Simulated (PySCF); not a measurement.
# C4H8N2Si: the cost of one run

Computed with PySCF 2.14.0, with density-fitted response routines of our own, on a single molecule in the gas phase. Atoms are numbered from 0 throughout.

## (1) Starting geometry

15 atoms, charge 0, multiplicity 1; geometry from: GFN2-xTB.

Bonds of the start (Å): C0–C1 1.48, C1–C2 1.36, C2–N3 1.37, N3–C4 1.29, C4–N5 1.37, N5–Si6 1.75, N5–C1 1.38, C0–H7 1.09, C0–H8 1.09, C0–H9 1.09, C2–H10 1.07, C4–H11 1.07, Si6–H12 1.46, Si6–H13 1.46, Si6–H14 1.46.

## (2) TDDFT and polarisability: CAM-B3LYP/def2-SVPD

Job settings and geometry (Å):

```
{"job": {"kind": "uv", "xc": "CAM-B3LYP", "basis": "def2-SVPD", "nstates": 8, "ntriplets": 3}, "charge": 0, "multiplicity": 1}
C     -1.106106    -1.439523     0.331440
C     -0.819342     0.002589     0.128066
C     -1.640700     1.088864     0.138216
N     -0.921957     2.226153    -0.100460
C      0.300875     1.833368    -0.250519
N      0.452872     0.478796    -0.125327
Si     1.938629    -0.433494    -0.259913
H     -2.168190    -1.576155     0.517478
H     -0.547627    -1.828620     1.182900
H     -0.827720    -2.017327    -0.550000
H     -2.698977     1.131763     0.301023
H      1.130260     2.480380    -0.453046
H      2.964662     0.566859    -0.529988
H      1.782503    -1.381593    -1.363195
H      2.156404    -1.124070     1.011411
```

With the program's defaults for keys left out, this is: TDDFT CAM-B3LYP/def2-SVPD, vertical, gas phase, core orbitals frozen in the response.

Started as:

```sh
> OMP_NUM_THREADS=1 python probes_run.py task.json out
```

The driver reads the jobs from task.json and runs them one after another.

**Question.** How long does this job take on 1 thread of Arm Neoverse V1, shared host, and how much memory does it need?

About 40 s, with a peak of 0.96 GiB.
